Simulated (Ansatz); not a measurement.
# C3H12GaN (SMILES C[Ga-](C)(C)[NH3+]): CCSD(T)/6-31G(d) (spherical functions)

What is the vertical ionisation energy of C3H12GaN at CCSD(T)/6-31G* (spherical functions)? 

Program for the calculation: Ansatz 0.2.0.

39 further runs of the same task are left out: 2 that didn't finish, 37 set aside as unsound or not needed.

### Step 1. The system as given

C3H12GaN has 17 atoms, charge 0, and is taken as a singlet. As SMILES, `C[Ga-](C)(C)[NH3+]`. The shape is that of a PBE0-D4/def2-TZVP optimisation.

Bond lengths: C1–Ga2 1.995 Å, Ga2–C3 1.995 Å, Ga2–C4 1.995 Å, Ga2–N5 2.185 Å, C1–H6 1.094 Å, C1–H7 1.094 Å, C1–H8 1.094 Å, C3–H9 1.094 Å, C3–H10 1.094 Å, C3–H11 1.094 Å, C4–H12 1.094 Å, C4–H13 1.094 Å, C4–H14 1.094 Å, N5–H15 1.013 Å, N5–H16 1.013 Å, N5–H17 1.013 Å. Some angles: C1–Ga2–C3 117.9°, C1–Ga2–C4 117.9°, C1–Ga2–N5 98.5°, C3–Ga2–C4 117.9°, C3–Ga2–N5 98.5°, C4–Ga2–N5 98.5°, Ga2–C1–H6 110.3°, Ga2–C1–H7 112.2°, Ga2–C1–H8 112.2°, Ga2–C3–H9 112.2°.

### Step 2. A single-point energy at CCSD(T)/6-31G(d) (spherical functions)

Input file input.yaml:

```yaml
crystal:
  periodic: [false, false, false]
  atoms:
    - symbol: C
      position_ang: [-0.724690, 0.767350, -1.780960]
    - symbol: Ga
      position_ang: [0.155500, -0.156590, -0.247090]
    - symbol: C
      position_ang: [2.027140, 0.365110, 0.206730]
    - symbol: C
      position_ang: [-0.422310, -2.018890, 0.176160]
    - symbol: "N"
      position_ang: [-0.870130, 0.876400, 1.382070]
    - symbol: H
      position_ang: [-0.337770, 0.382760, -2.729300]
    - symbol: H
      position_ang: [-0.538820, 1.845740, -1.776900]
    - symbol: H
      position_ang: [-1.807520, 0.609810, -1.793330]
    - symbol: H
      position_ang: [2.328700, 0.007070, 1.195860]
    - symbol: H
      position_ang: [2.727720, -0.067300, -0.513810]
    - symbol: H
      position_ang: [2.173270, 1.449260, 0.179340]
    - symbol: H
      position_ang: [-0.082930, -2.343380, 1.164610]
    - symbol: H
      position_ang: [-0.002060, -2.721570, -0.549520]
    - symbol: H
      position_ang: [-1.509750, -2.134500, 0.136040]
    - symbol: H
      position_ang: [-0.554260, 0.531670, 2.281190]
    - symbol: H
      position_ang: [-1.871800, 0.734050, 1.323650]
    - symbol: H
      position_ang: [-0.690280, 1.873060, 1.345280]
basis:
  gaussian:
    orbitals: 6-31G_st_-spherical.json
correlation:
  method: ccsd_t
  frozen_orbitals: {C: 1, Ga: 9, H: 0, "N": 1}
accuracy: high
scf:
  omitted_lower_state_checks: [cluster_reference, increment]
```

The basis set 6-31G* is read from a file made from the Basis Set Exchange's data (not shown).

The run is started by

```
$ ansatz run input.yaml --threads 1 --pin off --max-ram 3480MiB --events-out events.jsonl --progress --plain --runs-dir runs
```

Log, cut to the lines that bear on the results:

```text
Warning: RAYON_NUM_THREADS=1 ignored (pool sized by the plan → 1); use --threads N
Functional definition: HF
  name "HF"
[...]
2790 factors; integrals over basis functions are off by at most 7.7e-9 eV
[...]
mean field -57089.81461527 eV, -2098.0119902449 hartree, gradient 3.5e-8 eV, S^2 0.000000; 0 other end points of the search recorded, 0 dependent functions left out
13 core orbitals not correlated: weight in the atoms' cores, before any rotation towards them, 1.000 or more for the frozen orbitals, at most 0.000 for the correlated occupied ones
reference -57089.81461527 eV, -2098.0119902449 hartree; 21, 21 occupied and 78, 78 virtual orbitals, 2790 factors
second order -22.15125143 eV of doubles, -0.00000000 eV of singles
cycle   1  -22.62751011 eV  change   -4.8e-1 eV  update   1.1e-1
[...]
cycle  19  -23.44711611 eV  change   9.3e-10 eV  update   1.9e-9
perturbative correction -0.54727017 eV, -0.0201118079 hartree
Total energy: -57113.80900155 eV, -2098.8937676769 hartree
Checks for a lower state left out: cluster_reference, increment
```

It took 2.1 min on 1 thread of Arm Neoverse V1, shared host; peak memory 1.1 GiB.

### Step 3. The doublet cation at the same level

Input file job.yaml:

```yaml
crystal:
  periodic: [false, false, false]
  atoms:
    - {symbol: C, position_ang: [-0.724690, 0.767350, -1.780960]}
    - {symbol: Ga, position_ang: [0.155500, -0.156590, -0.247090]}
    - {symbol: C, position_ang: [2.027140, 0.365110, 0.206730]}
    - {symbol: C, position_ang: [-0.422310, -2.018890, 0.176160]}
    - {symbol: N, position_ang: [-0.870130, 0.876400, 1.382070]}
    - {symbol: H, position_ang: [-0.337770, 0.382760, -2.729300]}
    - {symbol: H, position_ang: [-0.538820, 1.845740, -1.776900]}
    - {symbol: H, position_ang: [-1.807520, 0.609810, -1.793330]}
    - {symbol: H, position_ang: [2.328700, 0.007070, 1.195860]}
    - {symbol: H, position_ang: [2.727720, -0.067300, -0.513810]}
    - {symbol: H, position_ang: [2.173270, 1.449260, 0.179340]}
    - {symbol: H, position_ang: [-0.082930, -2.343380, 1.164610]}
    - {symbol: H, position_ang: [-0.002060, -2.721570, -0.549520]}
    - {symbol: H, position_ang: [-1.509750, -2.134500, 0.136040]}
    - {symbol: H, position_ang: [-0.554260, 0.531670, 2.281190]}
    - {symbol: H, position_ang: [-1.871800, 0.734050, 1.323650]}
    - {symbol: H, position_ang: [-0.690280, 1.873060, 1.345280]}
basis:
  gaussian:
    orbitals: 6-31G_st_-spherical.json
total_charge: 1
magnetization:
  spin_polarized: true
  initial_magnetization: 1
correlation:
  method: ccsd_t
  frozen_orbitals: {C: 1, Ga: 9, H: 0, "N": 1}
accuracy: high
scf:
  omitted_lower_state_checks: [cluster_reference, increment]
```

The basis set 6-31G* is read from a file made from the Basis Set Exchange's data (not shown).

The run is started by

```
$ ansatz run job.yaml --threads 1 --pin off --max-ram 3480MiB --events-out events.jsonl --progress --plain --runs-dir runs
```

Log, cut to the lines that bear on the results:

```text
Warning: RAYON_NUM_THREADS=1 ignored (pool sized by the plan → 1); use --threads N
Functional definition: HF
  name "HF"
[...]
2790 factors; integrals over basis functions are off by at most 7.7e-9 eV
[...]
mean field -57081.82055570 eV, -2097.7182139743 hartree, gradient 2.1e-8 eV, S^2 0.769296; 4 other end points of the search recorded, 0 dependent functions left out
13 core orbitals not correlated: weight in the atoms' cores, before any rotation towards them, 1.000 or more for the frozen orbitals, at most 0.000 for the correlated occupied ones
reference -57081.82055570 eV, -2097.7182139743 hartree; 21, 20 occupied and 78, 79 virtual orbitals, 2790 factors
second order -21.59556502 eV of doubles, -0.00000000 eV of singles
cycle   1  -22.09799181 eV  change   -5.0e-1 eV  update   1.2e-1
[...]
cycle  31  -23.00474535 eV  change   3.4e-10 eV  update   2.3e-9
perturbative correction -0.57369715 eV, -0.0210829815 hartree
Total energy: -57105.39899821 eV, -2098.5847057545 hartree
Checks for a lower state left out: cluster_reference, increment
```

Wall time 12 min (1 thread of Arm Neoverse V1, shared host); peak memory 2.5 GiB.

### Step 4. Results

At CCSD(T)/6-31G* (spherical functions), 13 core orbitals frozen:

| quantity | value |
| --- | --- |
| singlet C3H12GaN: total energy | -2098.89377 Eh |
| singlet C3H12GaN: correlation energy (13 core orbitals frozen) | -881.8 mEh |
| singlet C3H12GaN: (T) correction | -20.11 mEh |
| singlet C3H12GaN: T1 diagnostic | 0.010 |
| doublet cation: total energy | -2098.58471 Eh |
| doublet cation: correlation energy (13 core orbitals frozen) | -866.5 mEh |
| doublet cation: (T) correction | -21.08 mEh |
| doublet cation: ⟨S²⟩ of the reference determinant | 0.769 |
| doublet cation: T1 diagnostic | 0.020 |
| vertical ionisation energy (to the doublet cation) | 8.410 eV |

What this shows: The vertical ionisation energy comes to 8.41 eV (811 kJ/mol). The triples (singlet C3H12GaN) make up 2.3 % of the correlation energy. The triples (doublet cation) make up 2.4 % of the correlation energy.
